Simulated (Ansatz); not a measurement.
# C2H8ClNOSn: the cost of one run

Program: Ansatz 0.2.0. Level of theory: RKS PBE/def2-SVP. These are calculated values, not measurements.

### Step 1. The starting structure

Bond lengths: Sn1–N2 2.100 Å, N2–C3 1.470 Å, C3–H4 1.110 Å, C3–H5 1.110 Å, C3–H6 1.110 Å, N2–C7 1.470 Å, C7–H8 1.110 Å, C7–H9 1.110 Å, C7–H10 1.110 Å, Sn1–H11 1.740 Å, Sn1–Cl12 2.408 Å, Sn1–O13 1.959 Å, O13–H14 1.010 Å. Angles (14 of 22 angles, heavy atoms first): Sn1–N2–C3 120.0°, Sn1–N2–C7 120.0°, C3–N2–C7 120.0°, N2–Sn1–Cl12 109.5°, N2–Sn1–O13 109.5°, Cl12–Sn1–O13 109.5°, N2–Sn1–H11 109.4°, H11–Sn1–Cl12 109.5°, H11–Sn1–O13 109.5°, N2–C3–H4 109.5°, N2–C3–H5 109.5°, N2–C3–H6 109.5°, N2–C7–H8 109.5°, N2–C7–H9 109.5°.

Structure file:

```xyz
14

Sn    0.0000    0.0000    0.0000
N     0.0000    0.0000    2.1000
C    -1.2162   -0.3762    2.8350
H    -1.8642   -0.9999    2.1845
H    -0.9378   -0.9533    3.7414
H    -1.7663    0.5401    3.1349
C     1.2162    0.3762    2.8350
H     1.4641   -0.4163    3.5716
H     2.0585    0.4943    2.1218
H     1.0457    1.3351    3.3674
H     1.6408    0.0000   -0.5794
Cl   -1.1351    1.9666   -0.8025
O    -0.9232   -1.5994   -0.6527
H    -1.3778   -2.0650    0.1197
```

### Step 2. Preparing the start

Input file input.yaml:

```yaml
crystal:
  periodic: [false, false, false]
  atoms:
    - { symbol: Sn, position_ang: [0.0, 0.0, 0.0] }
    - { symbol: "N", position_ang: [0.0, 0.0, 2.1] }
    - { symbol: C, position_ang: [-1.2162, -0.3762, 2.835] }
    - { symbol: H, position_ang: [-1.8642, -0.9999, 2.1845] }
    - { symbol: H, position_ang: [-0.9378, -0.9533, 3.7414] }
    - { symbol: H, position_ang: [-1.7663, 0.5401, 3.1349] }
    - { symbol: C, position_ang: [1.2162, 0.3762, 2.835] }
    - { symbol: H, position_ang: [1.4641, -0.4163, 3.5716] }
    - { symbol: H, position_ang: [2.0585, 0.4943, 2.1218] }
    - { symbol: H, position_ang: [1.0457, 1.3351, 3.3674] }
    - { symbol: H, position_ang: [1.6408, 0.0, -0.5794] }
    - { symbol: Cl, position_ang: [-1.1351, 1.9666, -0.8025] }
    - { symbol: O, position_ang: [-0.9232, -1.5994, -0.6527] }
    - { symbol: H, position_ang: [-1.3778, -2.065, 0.1197] }
basis:
  gaussian: { orbitals: def2-SVP }
hamiltonian:
  xc: pbe
relax:
  f_tol: 0.02
  max_steps: 40
```

Launch:

```bash
$ ansatz run input.yaml --threads 4 --pin off --max-ram 5120MiB --backend cpu --events-out ev --progress --plain --runs-dir out
```

What time and memory should one allow on 4 threads of Arm Neoverse V1, shared host?

About 50 s, with a peak of 0.21 GiB.
